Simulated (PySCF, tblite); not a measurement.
# C₆H₁₅BOS: geometry, infrared bands and NMR shifts

What infrared bands and NMR shifts should C₆H₁₅BOS (`CCCB(C)C[S@](C)=O`) show?

Programs: tblite 0.8.0 and PySCF 2.14.0, with density-fitted response routines of our own. Each step states its level of theory. These are calculated values for one molecule in the gas phase, unless marked as measured. Atoms count from 0, in the outputs and in this text.

## 1. Starting geometry

24 atoms, charge 0, multiplicity 1; geometry from: force field or distance geometry start.

Bonds of the start (Å): C0–C1 1.53, C1–C2 1.49, C2–B3 1.57, B3–C4 1.59, B3–C5 1.59, C5–S6 1.78, S6–C7 1.78, S6–O8 1.52, C0–H9 1.08, C0–H10 1.12, C0–H11 1.11, C1–H12 1.10, C1–H13 1.11, C2–H14 1.14, C2–H15 1.14, C4–H16 1.10, C4–H17 1.11, C4–H18 1.12, C5–H19 1.12, C5–H20 1.11, C7–H21 1.10, C7–H22 1.12, C7–H23 1.13.

## 2. Relaxing the molecule with GFN2-xTB

The job: settings as JSON, then the geometry in Å.

```
{"job": {"kind": "relax", "xc": "GFN2-xTB", "basis": "xTB"}, "charge": 0, "multiplicity": 1}
C      3.214300     1.114500    -0.317800
C      2.296300    -0.103800    -0.187300
C      0.908400     0.409500    -0.053000
B     -0.199700    -0.698100     0.089900
C     -0.045800    -2.203800    -0.384600
C     -1.402900    -0.383400     1.085600
S     -2.951600    -0.152600     0.236400
C     -2.927600     1.189100    -0.936600
O     -4.087700    -0.047300     1.240200
H      3.970300     0.889500    -1.056200
H      3.686600     1.360800     0.669000
H      2.645400     2.007300    -0.639800
H      2.414900    -0.731700    -1.087400
H      2.630600    -0.630300     0.736200
H      0.619000     1.010600    -0.971500
H      0.851700     1.082800     0.862000
H     -0.448400    -2.870300     0.394600
H      0.996700    -2.474700    -0.642100
H     -0.683600    -2.356200    -1.288700
H     -1.141200     0.490300     1.732800
H     -1.530000    -1.260000     1.762400
H     -1.889900     1.488100    -1.167300
H     -3.483800     2.069300    -0.535400
H     -3.453800     0.820100    -1.866800
```

Run with:

```bash
OMP_NUM_THREADS=1 python probes_run.py task.json out
```

This one command runs all jobs of the session in turn.

**Question.** This job is followed by: GFN2-xTB harmonic vibrations, gas phase; GIAO PBE0/pcSseg-1 NMR shielding, non-relativistic, gas phase. What will the session give for the following? strongest single infrared mode (GFN2-xTB); zero-point energy (GFN2-xTB); 13C shifts against TMS (PBE0/pcSseg-1); 1H shifts against TMS (PBE0/pcSseg-1, means over atoms taken as alike); 11B shifts against BF3·OEt2 (PBE0/pcSseg-1); 33S shifts against CS2 (PBE0/pcSseg-1); 17O shifts against H2O (PBE0/pcSseg-1); surface potential, 1st and 99th percentile.

The runs gave:

| quantity | value |
| --- | --- |
| strongest single infrared mode (GFN2-xTB) | 1142 cm⁻¹, 372 km/mol |
| zero-point energy (GFN2-xTB) | 126.4 kcal/mol |
| 13C shifts against TMS (PBE0/pcSseg-1) | 70.5, 47.6, 39.4, 23.0, 19.7, 11.8 ppm |
| 1H shifts against TMS (PBE0/pcSseg-1, means over atoms taken as alike) | 3.52, 2.86, 1.98, 1.45, 1.42, 1.40, 1.29, 1.08, 0.89 ppm |
| 11B shifts against BF3·OEt2 (PBE0/pcSseg-1) | 84.4 ppm |
| 33S shifts against CS2 (PBE0/pcSseg-1) | 333 ppm |
| 17O shifts against H2O (PBE0/pcSseg-1) | 91.4 ppm |
| surface potential, 1st and 99th percentile | -2.13 V and 1.19 V |

**Reading.** The optimisation took 183 steps and gained 1.380 eV; among the close pairs (by a distance rule), C5–S6 changed most, from 1.781 to 1.866 Å. All 66 modes are real, so the xTB geometry is a minimum. The strongest single mode, at 1142 cm⁻¹, is spread over many atoms; the largest shares are those of O8, S6. GFN2-xTB is a fitted tight-binding method: band positions and strengths are rough. Its intensities can rank the bands wrongly. At PBE0/pcSseg-1: Shielding is most anisotropic at S6 (span 488 ppm, paramagnetic term -881 ppm). At PBE0/pcSseg-1, counted by nearest atom on the grid, the HOMO lies on O8 51 %; S6 26 %, the LUMO on B3 51 %; H17, H20 about 6 % each.
